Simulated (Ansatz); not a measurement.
# W: the cost of one run

Computed with Ansatz 0.2.0 through its Python package. Level of theory: DFT r2SCAN, plane waves, PAW.

## Step 1: The system

The structure is orthorhombic, space group Pbcm (No. 57). Conventional cell: a = 2.810 Å, b = 4.864 Å, c = 4.924 Å, α = 90.00°, β = 90.00°, γ = 90.00°. W (site symmetry m) is surrounded by 12 W at 2.70 to 3.06 Å.

No structure file is read: the coordinates are typed or built in the script.

## Step 2: The code

vcrelax.py

```python
# -*- coding: utf-8 -*-
"""Relax cell and ions of W."""

from pathlib import Path

import ansatz as az
from ase import Atoms
from ase.io.cube import read_cube_data
from ase.neighborlist import neighbor_list
from ase.units import Bohr
import numpy as np

def edges_and_angles(cell):
    cell = np.asarray(cell)
    a, b, c = np.linalg.norm(cell, axis=1)
    cosines = cell[1] @ cell[2] / (b * c), cell[0] @ cell[2] / (a * c), cell[0] @ cell[1] / (a * b)
    return (a, b, c, *np.degrees(np.arccos(cosines)))


def main():
    cell = (
        az.Lattice.of([2.80966, 0.0, 0.0], [0.0, 4.86387, 0.0], [0.0, 0.0, 4.9237])
        .atom("W", [0.79317, 0.56316, 0.25])
        .atom("W", [0.20683, 0.06316, 0.25])
        .atom("W", [0.20683, 0.43684, 0.75])
        .atom("W", [0.79317, 0.93684, 0.75])
    )

    # part of the cell is held
    calc = (
        cell.calculation()
        .occupations(az.OccupationsMethod.COLD)
        .functional("r2scan")
        .kpoints(length=22)
        .relax(fix_cell=["c/a", "angles"])
        .density()
        .output_files(volumetric_format=["cube", "npy"])
    )
    steps = []


    def collect(event):
        if event["event"] == "relax_step":
            steps.append(event["data"])


    outcome = calc.session().plan().execute(on_event=collect)
    report = outcome.report
    for s in steps:
        flag = "" if s["accepted"] else "  (rejected)"
        print("step %2d  E = %.5f eV  largest force component = %.4f eV/A%s" % (s["step"], s["lagrangian_ev"], s["allowed_force_max_ev_ang"], flag))

    first, last = steps[0], steps[-1]
    symbols = [site.symbol for site in outcome.lattice.sites]
    print(f"energy gained {first['lagrangian_ev'] - last['lagrangian_ev']:.4f} eV in {len(steps) - 1} steps")
    for label, vectors in (("before", first["cell_ang"]), ("after", outcome.lattice.cell_ang)):
        print(label, "a b c (A) {:.4f} {:.4f} {:.4f}  angles {:.2f} {:.2f} {:.2f}".format(*edges_and_angles(vectors)), f" V = {abs(np.linalg.det(vectors)):.3f} A^3")
    print("final stress xx yy zz (GPa, compression positive):", np.round(np.diag(report["stress_gpa"]), 3) + 0.0)

    print("atom   start x y z (A)              end x y z (A)")
    for symbol, a, b in zip(symbols, first["positions_ang"], last["positions_ang"]):
        print(f"{symbol:3s}", " ".join(f"{v:8.4f}" for v in a), "  ", " ".join(f"{v:8.4f}" for v in b))

    final = Atoms(symbols, positions=last["positions_ang"], cell=outcome.lattice.cell_ang, pbc=True)
    i, j, d = neighbor_list("ijd", final, 4.5)
    print("neighbours within 1.15 times the shortest distance of each atom (A)")
    for atom in range(len(final)):
        near = [m for m in np.argsort(d) if i[m] == atom]
        shell = [m for m in near if d[m] < 1.15 * d[near[0]]]
        print(f"{symbols[atom]}{atom} ({len(shell)}):", ", ".join(f"{symbols[j[m]]} {d[m]:.3f}" for m in shell))

    print("%-22s %14.5f eV" % ("F = E - TS", report["free_energy_ev"]))
    print("%-22s %14.5f eV" % ("E", report["internal_energy_ev"]))
    print("%-22s %14.5f eV" % ("Harris-Foulkes", report["harris_foulkes_ev"]))
    print("%-22s %14.5f eV" % ("Fermi level", report["fermi_energy_ev"]))

    # cube files hold the density in electrons per cubic bohr
    folder = Path(outcome.write_results("cubes"))
    print("\n".join((folder / "rho.cube").read_text().splitlines()[: 6 + 4]))
    values, cube_atoms = read_cube_data(str(folder / "rho.cube"))
    print("electrons from the file:", round(values.mean() * cube_atoms.get_volume() / Bohr ** 3, 3))


if __name__ == "__main__":
    main()
```

## Step 3: The run

The run is started by

```console
$ python vcrelax.py
```

Q: Estimate wall time and peak memory on 1 thread of Arm Neoverse V1, shared host.

About 2.5 min, with a peak of 0.67 GiB.
